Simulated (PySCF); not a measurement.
# I3Tl (Tl(I)3): the cost of one run

Program: PySCF 2.14.0. Level of theory: PBE, Tl def2-SVP with ECP60, I def2-SVP with ECP28; scalar-relativistic core potentials, no spin–orbit coupling. These are calculated values, not measurements.

3 further runs of the same task are left out: 2 for a known fault of the program, 1 that didn't finish.

### 1 The system as given

4 atoms, charge 0, spin multiplicity 1.

Bond lengths: Tl1–I2 2.760 Å, Tl1–I3 2.760 Å, Tl1–I4 2.762 Å. Angles: I2–Tl1–I3 120.1°, I2–Tl1–I4 119.9°, I3–Tl1–I4 119.9°.

Coordinates:

```xyz
4
charge 0, multiplicity 1
Tl    0.0898    0.0000    0.0000
I    -1.2880    0.0000    2.3916
I    -1.2880    0.0000   -2.3916
I     2.8518    0.0000    0.0000
```

Formal oxidation states: Tl +3. An earlier session relaxed this geometry at PBE, Tl def2-SVP with ECP60, I def2-SVP with ECP28 (singlet, point group D3h).

Its energy there is -1065.738055 Eh.

### 2 Atoms moved at random, σ = 0.1 Å

File run.py (the lines that set the calculation):

```python
mol = gto.M(atom='''
Tl     0.00707     0.08693     0.01633
I     -1.30908    -0.00323     2.46470
I     -1.20934     0.06656    -2.44340
I      2.87704    -0.15027    -0.03763''',
    basis={'Tl': 'def2-SVP', 'I': 'def2-SVP'},
    ecp={'Tl': 'def2-SVP', 'I': 'def2-SVP'},
    charge=0, spin=0)
mf = dft.RKS(mol, xc='PBE')
mf.grids.atom_grid = (50, 194)
mf = mf.density_fit()  # fitting sets: Tl def2-universal-JKFIT, I def2-universal-JKFIT
mf.conv_tol = 1e-08; mf.max_cycle = 55
mf.kernel(dm0)  # dm0: the density of the relaxed state
```

Launch:

```console
OMP_NUM_THREADS=2 python run.py
```

**Question.** How long does this run take on 2 threads of Arm Neoverse V1, shared host?

About 6.6 s.
